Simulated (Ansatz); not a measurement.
# As2Se: how settings move the results

An exercise on one series of results from a longer session: the logs are not shown, and one member is left open.

Program: Ansatz 0.2.0. Level of theory: DFT PBEsol, scalar-relativistic, plane waves, PAW. These are calculated values, not measurements.

1 further run of the same task is left out (set aside as unsound or not needed). Runs told in other sessions of the task aren't counted.

### The structure to begin with

Symmetry: I4_1/amd, No. 141, tetragonal system. Conventional cell: a = 7.059 Å, b = 7.059 Å, c = 5.307 Å, α = 90.00°, β = 90.00°, γ = 90.00°. As (site symmetry 2/m) has 2 Se at 2.66 Å and 4 As at 2.83 Å in its first shell of neighbours. Around Se (site symmetry -4m2) lie 4 As at 2.66 Å.

Structure file:

```xyz
6
Lattice="-3.5294 3.5294 2.6536 3.5294 -3.5294 2.6536 3.5294 3.5294 -2.6536" Properties=species:S:1:pos:R:3 pbc="T T T"
As    0.0000    5.2941    0.6634
As    0.0000    1.7647    0.6634
As    1.7647    3.5294    1.9902
As   -1.7647    3.5294    1.9902
Se    0.0000    0.0000    2.6536
Se    3.5294    0.0000    1.3268
```

The structure comes from the Materials Project (structure only); it is used as listed.

### The base run, which the others are set against

File input.yaml:

```yaml
crystal:
  lattice:
    - [-3.529418, 3.529418, 2.653571]
    - [3.529418, -3.529418, 2.653571]
    - [3.529418, 3.529418, -2.653571]
  atoms:
    - { symbol: As, position: [0.875, 0.125, 0.75] }
    - { symbol: As, position: [0.375, 0.125, 0.25] }
    - { symbol: As, position: [0.875, 0.625, 0.75] }
    - { symbol: As, position: [0.875, 0.125, 0.25] }
    - { symbol: Se, position: [0.5, 0.5, 0.0] }
    - { symbol: Se, position: [0.25, 0.75, 0.5] }
basis:
  ecutwfc: 420
kpoints:
  mp_grid: { grid: [8, 8, 8] }
hamiltonian:
  xc: pbesol
scf:
  occupations: { method: gaussian, width: 0.1 }
output:
  forces: true
  stress: true
  eigenvalues: true
  populations: true
  write_density: true
  write_potential: true
  elf: true
  volumetric_format: npy
```

Its results, from an earlier run: -5016.6918 eV/atom at zero smearing, pressure -3.47 GPa, largest force 0.000 eV/Å, no gap on the mesh, in 7 SCF cycles and 29 s.

The first run:

File input.yaml:

```yaml
crystal:
  lattice:
    - [-3.529418, 3.529418, 2.653571]
    - [3.529418, -3.529418, 2.653571]
    - [3.529418, 3.529418, -2.653571]
  atoms:
    - { symbol: As, position: [0.875, 0.125, 0.75] }
    - { symbol: As, position: [0.375, 0.125, 0.25] }
    - { symbol: As, position: [0.875, 0.625, 0.75] }
    - { symbol: As, position: [0.875, 0.125, 0.25] }
    - { symbol: Se, position: [0.5, 0.5, 0.0] }
    - { symbol: Se, position: [0.25, 0.75, 0.5] }
basis:
  ecutwfc: 150
kpoints:
  mp_grid: { grid: [8, 8, 8] }
hamiltonian:
  xc: pbesol
scf:
  occupations: { method: gaussian, width: 0.1 }
output:
  forces: true
  stress: true
  eigenvalues: true
```

The run is started by

```console
ansatz run input.yaml --threads 1 --pin off --max-ram 2560MiB --backend cpu --events-out ev --progress --plain --runs-dir out
```

Steps of the session up to this table: Plane-wave cutoff: 150 eV; Plane-wave cutoff set to 200 eV; Plane-wave cutoff set to 250 eV; Plane-wave cutoff set to 300 eV; Plane-wave cutoff: 350 eV; Plane-wave cutoff set to 380 eV; Plane-wave cutoff: 460 eV; Plane-wave cutoff set to 520 eV; Plane-wave cutoff set to 600 eV; Plane-wave cutoff: 700 eV; Plane-wave cutoff: 850 eV.

One of the session's tables, all rows but one given; the rest of the session is left out.

| cutoff (eV) | ΔE (meV/atom) | pressure (GPa) |
| --- | --- | --- |
| 150 | 20069 | -7.09 |
| 200 | 4090 | -3.02 |
| 250 | 586 | -3.49 |
| 300 | ? | ? |
| 350 | 3.76 | -3.46 |
| 380 | 1.54 | -3.46 |
| 420 | 0.96 | -3.47 |
| 460 | 0.59 | -3.47 |
| 520 | 0.25 | -3.47 |
| 600 | 0.08 | -3.47 |
| 700 | 0.02 | -3.47 |
| 850 | 0.00 | -3.47 |

Estimate the missing values for cutoff (eV) = 300.

Worked estimate for «ΔE (meV/atom)». A straight line through the neighbours (250, 586) and (350, 3.76) gives 586 + (3.76 − 586) × (300 − 250) / (350 − 250) = 294.9; a parabola fitted to 4 rows on both sides gives -550.5.

As computed: ΔE (meV/atom): 50.6; pressure (GPa): -3.32. In «ΔE (meV/atom)» the line misses by +244.3 and the parabola by -601.1. Between these rows the values bend or scatter more than so simple an estimate can follow.

To keep in mind: The settings are coarse, so take the values as rough. Warnings in the runs' records: cutoff below recommended.
